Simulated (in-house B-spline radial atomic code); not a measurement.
**In³⁵⁺: ionisation energy by several methods**

Aim: the ionisation energy of In³⁵⁺ by several methods, each as the difference of two self-consistent energies (In³⁵⁺ and the next ion, [Ne] 3s2 3p1).

Program: in-house B-spline radial atomic code version 1. Level of theory: scalar-relativistic (X2C), several functionals, spin-polarised; spherical all-electron atom at the radial basis limit. These are calculated values, not measurements, unless marked.

**1. The system**

| Quantity | Value |
| --- | --- |
| element | indium (Z = 49) |
| charge | +35 |
| electrons | 14 |
| configuration | [Ne] 3s2 3p2 |
| nucleus | Fermi, rms radius 4.616 fm |

The outer shells:

[Ne] 3s2 3p2
```
[Ne] core
3s [↑↓]
3p [↑ ][↑ ][  ]
```

Where spins are not typed, each open shell is filled with up spins first.

**2. PBEsol**

Input settings:

```ini
Z = 49
electrons = 14.0
configuration = [Ne] 3s2 3p2
hamiltonian = x2c
method = pbesol
spin_polarised = True
nucleus = fermi
rms_radius = 4.6156
mass_number = 115
atomic_mass = 114.903878772
speed_of_light = 137.035999084
```

**3. SCAN**

The settings differ from step 2 so:

```diff
@@ -4,3 +4,3 @@
 hamiltonian = x2c
-method = pbesol
+method = scan,scan
 spin_polarised = True
```

**4. revTPSS**

The settings differ from step 3 so:

```diff
@@ -4,3 +4,3 @@
 hamiltonian = x2c
-method = scan,scan
+method = revtpss,revtpss
 spin_polarised = True
```

Q: The tabulated ionisation energy is 2317 ± 5 eV (semi-empirical; NIST Atomic Spectra Database). What does each method give, and which comes nearest?

As calculated:

| method | rung | total energy (hartree) | ΔSCF (eV) | −ε highest (eV) | ΔSCF less tabulated (eV) |
| --- | --- | --- | --- | --- | --- |
| PBEsol | GGA | -4872.4665 | 2289.21 | 2252.34 (3p up) | -27.79 |
| SCAN | meta-GGA | -4875.5073 | 2290.43 | 2254.74 (3p up) | -26.57 |
| revTPSS | meta-GGA | -4874.7481 | 2289.33 | 2252.85 (3p up) | -27.67 |

What this shows: Against the tabulated ionisation energy, 2317 ± 5 eV (semi-empirical; NIST Atomic Spectra Database), the best here is SCAN (-26.57 eV) and the worst PBEsol (-27.79 eV, or 1.2 %). All methods miss on the same side by much the same amount, which points to something that they share. Relativistic terms that these runs lack can be as large as the gaps between close methods, so the nearest may be so by luck. Spin-orbit coupling is left out. Open shells are averaged (over orientations, and over spins where the run is restricted), while tables refer to the lowest levels.

Members of this set that are not shown: 4 used exact exchange with fractional occupations of an open shell, which is unsound here.
